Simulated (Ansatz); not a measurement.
# C4H4F4: the cost of one run

The runs use Ansatz 0.2.0, Gaussian basis; the settings change from run to run.

**1. The relaxed structure**

The structure was relaxed beforehand with PBE0-D4 in a triple-zeta def2 set.

SMILES `FC/C=C(/F)C(F)F`, 12 atoms, charge 0, spin multiplicity 1.

Atoms are counted from 1 here; the program's logs count them from 0.

Bond lengths: F1–C2 1.377 Å, C2–C3 1.484 Å, C2–H9 1.096 Å, C2–H10 1.096 Å, C3–C4 1.323 Å, C3–H11 1.087 Å, C4–F5 1.338 Å, C4–C6 1.496 Å, C6–F7 1.357 Å, C6–F8 1.356 Å, C6–H12 1.088 Å. Angles: F1–C2–C3 114.1°, F1–C2–H9 107.6°, F1–C2–H10 107.6°, C3–C2–H9 109.7°, C3–C2–H10 109.7°, H9–C2–H10 107.9°, C2–C3–C4 130.3°, C2–C3–H11 113.7°, C4–C3–H11 115.9°, C3–C4–F5 119.1°, C3–C4–C6 129.5°, F5–C4–C6 111.4°, C4–C6–F7 109.4°, C4–C6–F8 109.3°, C4–C6–H12 112.8°, F7–C6–F8 107.1°, F7–C6–H12 109.1°, F8–C6–H12 109.1°.

**2. B97/aug-pcseg-2**

This run has a point charge of 1.00 e beside it.

in.yaml reads:

```yaml
crystal:
  periodic: [false, false, false]
  atoms:
    - {symbol: F, position_ang: [-0.356797, -0.396021, -1.875388]}
    - {symbol: C, position_ang: [-0.970004, -1.108932, -0.869136]}
    - {symbol: C, position_ang: [-0.581022, -0.683740, 0.498873]}
    - {symbol: C, position_ang: [0.252562, 0.262896, 0.896714]}
    - {symbol: F, position_ang: [0.437750, 0.457692, 2.207374]}
    - {symbol: C, position_ang: [1.073352, 1.213001, 0.083040]}
    - {symbol: F, position_ang: [0.732753, 2.487243, 0.400625]}
    - {symbol: F, position_ang: [2.383377, 1.060234, 0.399765]}
    - {symbol: H, position_ang: [-2.053094, -0.998296, -0.996321]}
    - {symbol: H, position_ang: [-0.720846, -2.166710, -1.012290]}
    - {symbol: H, position_ang: [-1.068222, -1.250299, 1.288416]}
    - {symbol: H, position_ang: [0.946990, 1.067733, -0.987571]}
basis:
  gaussian: {orbitals: aug-pcseg-2, point_charges: [{charge: 1.00, position_ang: [5.287, -0.575, 0.386]}]}
hamiltonian: {xc: {name: B97}}
output: {forces: true}
```

The run is started by

```bash
ansatz run in.yaml --threads 8 --pin off --events-out ev --progress --plain --max-ram 18278MiB
```

What time and memory should one allow on 8 threads of Arm Neoverse V1, shared host?

About 18 s, with a peak of 2.6 GiB.
